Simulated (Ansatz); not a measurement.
# CH3NOSSi: the cost of one run

Program: Ansatz 0.2.0. Level of theory: RKS revPBE/6-31G*. These are calculated values, not measurements.

**1. The system as given**

Bond lengths: N1–C2 1.095 Å, C2–S3 1.661 Å, S3–Si4 2.059 Å, Si4–O5 1.703 Å, Si4–H6 1.530 Å, Si4–H7 1.459 Å, O5–H8 0.953 Å. Angles: N1–C2–S3 178.4°, C2–S3–Si4 101.9°, S3–Si4–O5 108.9°, S3–Si4–H6 109.3°, S3–Si4–H7 113.6°, O5–Si4–H6 104.7°, O5–Si4–H7 109.5°, H6–Si4–H7 110.4°, Si4–O5–H8 116.0°.

Coordinates:

```xyz
8

N    -0.6119    2.5937    0.7237
C     0.2108    1.8906    0.5584
S     1.4287    0.7886    0.3126
Si    0.3727   -0.9560    0.0278
O    -0.5237   -0.8281   -1.4140
H    -0.6805   -1.0956    1.1293
H     1.2139   -2.1464   -0.0260
H    -1.3179   -0.3038   -1.3675
```

**2. End point A**

File input.yaml:

```yaml
crystal:
  periodic: [false, false, false]
  atoms:
    - { symbol: "N", position_ang: [-0.6119, 2.5937, 0.7237] }
    - { symbol: C, position_ang: [0.2108, 1.8906, 0.5584] }
    - { symbol: S, position_ang: [1.4287, 0.7886, 0.3126] }
    - { symbol: Si, position_ang: [0.3727, -0.956, 0.0278] }
    - { symbol: O, position_ang: [-0.5237, -0.8281, -1.414] }
    - { symbol: H, position_ang: [-0.6805, -1.0956, 1.1293] }
    - { symbol: H, position_ang: [1.2139, -2.1464, -0.026] }
    - { symbol: H, position_ang: [-1.3179, -0.3038, -1.3675] }
basis:
  gaussian: { orbitals: "6-31G*" }
hamiltonian:
  xc: revpbe
relax:
  f_tol: 0.015
  max_steps: 40
```

Run with:

```console
> ansatz run input.yaml --threads 1 --pin off --max-ram 2048MiB --backend cpu --events-out ev --progress --plain --runs-dir out
```

**Question.** How long does this run take on 1 thread of Arm Neoverse V2, shared host, and how much memory does it need?

About 32 s, with a peak of 0.17 GiB.
